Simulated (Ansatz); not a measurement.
# HfTa4F: the cost of one run

Program: Ansatz 0.2.0. Level of theory: DFT PBE, scalar-relativistic, plane waves, PAW. These are calculated values, not measurements.

### 1 The starting structure

It takes space group P6/mmm (No. 191, hexagonal). The conventional cell has a = 4.002 Å, b = 4.002 Å, c = 8.252 Å, α = 90.00°, β = 90.00°, γ = 120.00°. Hf (site symmetry 6/mmm) has 12 Ta at 2.54 Å as nearest neighbours. Ta (site symmetry 3m) is surrounded by 4 Ta at 2.09 to 2.31 Å. F (site symmetry 6/mmm) has 12 Ta at 3.85 Å and 2 Hf at 4.13 Å as nearest neighbours.

Structure file:

```
Hf Ta F
1.0
     4.00227    0.00000    0.00000
    -2.00113    3.46607    0.00000
     0.00000    0.00000    8.25154
Hf Ta F
1 4 1
Direct
  0.00000 0.00000 0.50000
  0.33333 0.66667 0.62653
  0.33333 0.66667 0.37347
  0.66667 0.33333 0.37347
  0.66667 0.33333 0.62653
  0.00000 0.00000 0.00000
```

Recipe of the guess: random cell by space group and Wyckoff sites (P6/mmm, No. 191). Its size is a rough estimate.

### 2 A first look at the guess

File input.yaml:

```yaml
crystal:
  lattice:
    - [4.00226794, 0.0, 0.0]
    - [-2.00113397, 3.46606571, 0.0]
    - [0.0, 0.0, 8.25153531]
  atoms:
    - { symbol: Hf, position: [0.0, 0.0, 0.5] }
    - { symbol: Ta, position: [0.33333333, 0.66666667, 0.62653247] }
    - { symbol: Ta, position: [0.33333333, 0.66666667, 0.37346753] }
    - { symbol: Ta, position: [0.66666667, 0.33333333, 0.37346753] }
    - { symbol: Ta, position: [0.66666667, 0.33333333, 0.62653247] }
    - { symbol: F, position: [0.0, 0.0, 0.0] }
basis:
  ecutwfc: 420
kpoints:
  mp_grid: { grid: [6, 6, 2] }
hamiltonian:
  xc: pbe
scf:
  occupations: { method: gaussian, width: 0.1 }
  lower_state_search: "off"
output:
  forces: true
  stress: true
  eigenvalues: true
```

The run is started by

```
$ ansatz run input.yaml --threads 1 --pin off --max-ram 2560MiB --backend cpu --events-out ev --progress --plain --runs-dir out
```

**Question.** How long does this run take on 1 thread of Arm Neoverse V1, shared host, and how much memory does it need?

About 6.9 s, with a peak of 0.41 GiB.
